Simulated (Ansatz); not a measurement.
What does this script print? It uses Ansatz 0.2.0 through its Python package.

`torsion_c3h5al.py`
```python
import ansatz as az
from ase import Atoms

atoms = Atoms(["C", "C", "C", "Al", "H", "H", "H", "H", "H"], positions=[
    (-0.1761, 1.6705, -1.0699),
    (0.0996, 0.5032, -0.7266),
    (0.3982, -0.7017, -0.3833),
    (-0.0017, -1.3649, 1.4013),
    (0.0563, 2.0787, -2.0763),
    (-0.7758, 2.3644, -0.4012),
    (1.0089, -1.3349, -1.0466),
    (0.3648, -2.8411, 1.8344),
    (-0.8857, -0.4206, 2.4511),
])

first = (
    az.Crystal.molecule_from_ase(atoms).calculation()
    .basis(gaussian="cc-pVDZ")
    .functional("pbe0")
    .relax(force_tolerance=0.02, max_steps=80)
)
atoms.positions = first.run(threads=1).report["positions_ang"]

start = atoms.get_dihedral(1, 2, 3, 7)
energies = {}
for turn in range(0, 360, 30):
    turned = atoms.copy()
    turned.set_dihedral(1, 2, 3, 7, start + turn, indices=[3, 7, 8])
    setup = az.Crystal.molecule_from_ase(turned).calculation().basis(gaussian="cc-pVDZ").correlation("MP2")
    energies[round((start + turn) % 360)] = setup.run(threads=1).report["free_energy_ev"]
floor = min(energies.values())
print("dihedral C1-C2-Al3-H7 (deg)   E - E(min) (kJ/mol)")
for angle, e in sorted(energies.items()):
    print(f"{angle:8d} {96.485332 * (e - floor):14.3f}  " + "#" * int(30 * (e - floor) / max(max(energies.values()) - floor, 1e-9)))
```

`python torsion_c3h5al.py` gives:
```text
dihedral C1-C2-Al3-H7 (deg)   E - E(min) (kJ/mol)
      29          4.092  #######
      59         12.282  ######################
      89         16.672  ##############################
     119         12.432  ######################
     149          4.101  #######
     179          0.000
     209          3.900  #######
     239         12.215  #####################
     269         16.669  #############################
     299         12.494  ######################
     329          4.289  #######
     359          0.270
```

Reading the output:
- The scan is rigid and the energies are electronic, in a modest basis. With rigid groups the curve can differ much from the relaxed path, the start wasn't checked as a minimum of this torsion, and equivalent turns needn't return to the same energy.
- The start is relaxed with a density functional and scanned with the wavefunction method, so it isn't exactly that method's minimum.
- Run time: 52 s on 1 thread of Arm Neoverse V2 (shared host), peak memory 0.24 GiB.
